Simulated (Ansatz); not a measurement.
Crystal: MgWBr4O.

```
W Br Mg O
1.0
     6.69362   -1.96629    0.00000
     6.69362    1.96629    0.00000
    -6.69104    0.00000    6.69445
W Br Mg O
1 4 1 1
Direct
  0.98446 0.01554 0.00000
  0.29959 0.24192 0.19133
  0.75808 0.70041 0.80867
  0.85503 0.98605 0.64976
  0.01395 0.14497 0.35024
  0.23117 0.76883 0.50000
  0.48415 0.51585 0.00000
```

The cell comes from a database or a generator and needn't be the stable form of this composition.

```yaml
Program: Ansatz 0.2.0
Task: single point
Functional: PBE
Potentials_or_basis: Ansatz PAW
Cutoff: "420 eV (not typed: the program's choice for these potentials)"
k_mesh: 7 × 7 × 4
Occupations: fermi-dirac, width 0.05 eV
Spin: no spin polarisation
```

On this cell: pressure -3.4 GPa; largest force 0.527 eV/Å; band gap on the k mesh none (metal or under the smearing width).

The same run follows on a disturbed copy (atoms moved at random, drawn with an rms of 0.05 Å):

```xyz
7
Lattice="6.6936 -1.9663 0.0000 6.6936 1.9663 0.0000 -6.6910 0.0000 6.6945" Properties=species:S:1:pos:R:3 pbc="T T T"
W     6.6623   -1.8926    0.0029
Br    2.3201   -0.0971    1.2751
Br    4.3708   -0.1473    5.4379
Br    7.9898    0.2399    4.3421
Br   -1.2697    0.3117    2.3447
Mg    3.3405    1.0805    3.3660
O     6.6997    0.1187   -0.0239
```

Problem. What changes?

Solution. The energy (extrapolated to zero smearing) moves by +1.8 meV/atom; pressure -3.3 GPa; largest force 0.671 eV/Å; band gap on the k mesh none (metal or under the smearing width).

Forces in eV/Å, atoms in the order of the input:
```
W    0.530  0.096 -0.145
Br  -0.301  0.111 -0.196
Br   0.169  0.176  0.110
Br  -0.449  0.093  0.490
Br   0.196 -0.121 -0.387
Mg   0.135 -0.116 -0.100
O   -0.280 -0.239  0.228
```

Stress tensor (GPa, compression positive):
```
-1.90 -0.22  0.14
-0.22 -5.42 -0.06
 0.14 -0.06 -2.52
```
